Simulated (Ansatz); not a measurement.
# Cl2H3NSi + HCl: a complex and its separated parts

The complex below is one end of an elementary step. How strongly is it bound against its free parts?

Computed with Ansatz 0.2.0, Gaussian basis. Level: PBE0-D4/def2-TZVP structures, single points in def2-TZVPP, no counterpoise correction.

Levels: SPW92, PBE-D4, BLYP-D4, r2SCAN-D4, B97M-V, PBE0-D4, B3LYP-D4, r2SCAN0-D4, BHLYP-D4, CAM-B3LYP-D4, wB97X-V, wB97M-V, B2PLYP, PBE-QIDH, RPA on PBE, Hartree-Fock, MP2, CCSD, CCSD(T).

Correlated methods freeze the cores. B3LYP uses VWN-RPA correlation. B2PLYP carries no dispersion term here.

94 further runs of the same task are left out: 94 set aside as unsound or not needed. Runs told in other sessions of the task aren't counted.

### 1 Starting geometry

The complex: 9 atoms, charge 0, spin multiplicity 1.

Atoms are counted from 1 here; the program's logs count them from 0.

Bond lengths: Si1–N2 1.720 Å, Si1–Cl3 2.031 Å, Si1–Cl4 2.046 Å, Si1–H5 1.470 Å, N2–H8 1.012 Å, N2–H9 1.012 Å, H6–Cl7 1.313 Å. Angles: N2–Si1–Cl3 106.5°, N2–Si1–Cl4 113.4°, N2–Si1–H5 109.3°, Cl3–Si1–Cl4 108.7°, Cl3–Si1–H5 111.3°, Cl4–Si1–H5 107.7°, Si1–N2–H8 116.7°, Si1–N2–H9 116.6°, H8–N2–H9 109.6°.

Coordinates:

```xyz
9
charge 0, multiplicity 1
Si   -0.8529   -0.6637    0.2187
N     0.7497   -0.0494    0.3344
Cl   -1.1013   -1.2701   -1.7034
Cl   -1.2053   -2.2514    1.4594
H    -1.8071    0.3982    0.5706
H     0.8230    1.5189   -0.6921
Cl    0.8689    2.6451   -1.3647
H     1.4847   -0.6189   -0.0653
H     1.0404    0.2912    1.2424
```

Its parts: Cl2H3NSi holds atoms 1, 2, 3, 4, 5, 8, 9; HCl holds atoms 6, 7. Each part counts its atoms afresh in its own runs.

### 2 Relaxing Cl2H3NSi alone

File relax-a/in.yaml:

```yaml
crystal:
  periodic: [false, false, false]
  atoms:
    - {symbol: Si, position_ang: [-0.852863, -0.663663, 0.218720]}
    - {symbol: N, position_ang: [0.749658, -0.049397, 0.334385]}
    - {symbol: Cl, position_ang: [-1.101313, -1.270145, -1.703399]}
    - {symbol: Cl, position_ang: [-1.205278, -2.251420, 1.459446]}
    - {symbol: H, position_ang: [-1.807099, 0.398163, 0.570647]}
    - {symbol: H, position_ang: [1.484701, -0.618891, -0.065330]}
    - {symbol: H, position_ang: [1.040356, 0.291231, 1.242427]}
basis:
  gaussian: {orbitals: def2-TZVP}
hamiltonian: {xc: pbe0, dispersion: d4}
relax: {f_tol: 0.005, max_steps: 200}
```

Run with:

```console
$ ansatz run in.yaml --threads 8 --pin off --events-out ev --progress --plain --max-ram 19148MiB
```

After this run come: Relaxing HCl alone; SPW92/def2-TZVPP; PBE-D4/def2-TZVPP; BLYP-D4/def2-TZVPP; r2SCAN-D4/def2-TZVPP; B97M-V/def2-TZVPP; PBE0-D4/def2-TZVPP; B3LYP-D4/def2-TZVPP; r2SCAN0-D4/def2-TZVPP; BHLYP-D4/def2-TZVPP; CAM-B3LYP-D4/def2-TZVPP; wB97X-V/def2-TZVPP; wB97M-V/def2-TZVPP; B2PLYP/def2-TZVPP; PBE-QIDH/def2-TZVPP; RPA on PBE/def2-TZVPP; CCSD(T)/def2-TZVPP; Vibrations of Cl2H3NSi; Vibrations of HCl.

Before running it: what results should come out? Wanted: complex less parts, CCSD(T)/def2-TZVPP; with zero-point energy; largest T1 diagnostic.

**Answer**, as computed:

| quantity | value |
| --- | --- |
| complex less parts, CCSD(T)/def2-TZVPP | -19.1 kJ/mol |
| with zero-point energy | -11.5 kJ/mol |
| largest T1 diagnostic | 0.009 |

What this shows: At CCSD(T) the complex lies 19.1 kJ/mol below its parts. The functionals run from wB97M-V, off by -0.8 kJ/mol, to SPW92, off by -21.7 kJ/mol, against CCSD(T). By rung, the mean size of the error is: LDA 21.7, GGA 9.6, meta-GGA 4.1, hybrid 4.5, range-separated hybrid 1.8, double hybrid 1.4 kJ/mol. The double hybrids carry no dispersion term here, unlike the levels marked D4 or V. PBE-D4 gives a relative energy 11.0 kJ/mol too low, outside chemical accuracy (1 kcal/mol, 4.2 kJ/mol). No counterpoise was applied, and triple zeta lacks some correlation, so the CCSD(T) reference has a basis error of its own, and close matches with it are partly luck.
